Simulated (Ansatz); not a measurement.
# ClH5Sn: the cost of one run

All numbers below are computed with Ansatz 0.2.0 (RKS PBE-D4/def2-mTZVP).

## Step 1: The system as given

Bond lengths: Sn1–Cl2 2.760 Å, Sn1–H3 1.740 Å, Sn1–H4 1.739 Å, Sn1–H5 1.739 Å, Sn1–H6 2.040 Å. Angles: Cl2–Sn1–H3 109.4°, Cl2–Sn1–H4 109.5°, Cl2–Sn1–H5 109.5°, Cl2–Sn1–H6 71.6°, H3–Sn1–H4 109.5°, H3–Sn1–H5 109.5°, H3–Sn1–H6 178.9°, H4–Sn1–H5 109.5°, H4–Sn1–H6 70.0°, H5–Sn1–H6 70.0°.

As a file:

```xyz
7

Sn    0.0000    0.0000    0.0000
Cl    0.0000    0.0000    2.7600
H     1.6408    0.0000   -0.5794
H    -0.8195    1.4198   -0.5794
H    -0.8195   -1.4198   -0.5794
H    -1.9359    0.0000    0.6433
H    -1.6217    0.0000    1.6527
```

## Step 2: Pulling towards end A

Springs on the bonds that form and break draw the guess towards this end; the thresholds are loose.

input.yaml reads:

```yaml
crystal:
  periodic: [false, false, false]
  atoms:
    - { symbol: Sn, position_ang: [0.0, 0.0, 0.0] }
    - { symbol: Cl, position_ang: [0.0, 0.0, 2.76] }
    - { symbol: H, position_ang: [1.6408, 0.0, -0.5794] }
    - { symbol: H, position_ang: [-0.8195, 1.4198, -0.5794] }
    - { symbol: H, position_ang: [-0.8195, -1.4198, -0.5794] }
    - { symbol: H, position_ang: [-1.9359, 0.0, 0.6433] }
    - { symbol: H, position_ang: [-1.6217, 0.0, 1.6527] }
basis:
  gaussian: { orbitals: def2-mTZVP }
hamiltonian:
  xc: pbe
  dispersion: d4
relax:
  f_tol: 0.15
  max_steps: 25
  restrain:
    - { distance: [0, 5], at: 2.94, k: 30.0 }
    - { distance: [6, 1], at: 2.57, k: 30.0 }
    - { distance: [0, 1], at: 2.41, k: 30.0 }
    - { distance: [6, 5], at: 0.66, k: 30.0 }
```

Launch:

```
$ ansatz run input.yaml --threads 1 --pin off --max-ram 2048MiB --backend cpu --events-out ev --progress --plain --runs-dir out
```

What time and memory should one allow on 1 thread of AMD EPYC 7R43 (Zen 3), shared host?

About 9.5 s, with a peak of 0.14 GiB.
